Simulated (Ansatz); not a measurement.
# GaH3O: the cost of one run

Method: RKS BLYP-D4/def2-TZVP, in Ansatz 0.2.0.

### 1 The structure to begin with

Bond lengths: Ga1–O2 2.202 Å, O2–H5 0.967 Å. Angles: Ga1–O2–H5 176.1°.

Coordinates:

```xyz
5

Ga   -0.8145    0.4576    0.4581
O     0.9957   -0.5318   -0.3118
H     0.0513   -0.4072   -1.1483
H    -2.0506    1.4382    1.5930
H     1.8181   -0.9568   -0.5910
```

### 2 A restrained relaxation towards end A

Springs on the bonds that form and break draw the guess towards this end; the thresholds are loose.

input.yaml reads:

```yaml
crystal:
  periodic: [false, false, false]
  atoms:
    - { symbol: Ga, position_ang: [-0.8145, 0.4576, 0.4581] }
    - { symbol: O, position_ang: [0.9957, -0.5318, -0.3118] }
    - { symbol: H, position_ang: [0.0513, -0.4072, -1.1483] }
    - { symbol: H, position_ang: [-2.0506, 1.4382, 1.593] }
    - { symbol: H, position_ang: [1.8181, -0.9568, -0.591] }
basis:
  gaussian: { orbitals: def2-TZVP }
hamiltonian:
  xc: blyp
  dispersion: d4
relax:
  f_tol: 0.15
  max_steps: 25
  restrain:
    - { distance: [2, 1], at: 2.27, k: 30.0 }
    - { distance: [0, 1], at: 1.88, k: 30.0 }
    - { distance: [0, 2], at: 1.53, k: 30.0 }
output:
  orbitals: {}
```

Launch:

```bash
ansatz run input.yaml --threads 2 --pin off --max-ram 3072MiB --backend cpu --events-out ev --progress --plain --runs-dir out
```

**Question.** How long does this run take on 2 threads of Arm Neoverse N1, shared host, and how much memory does it need?

About 18 s, with a peak of 0.14 GiB.
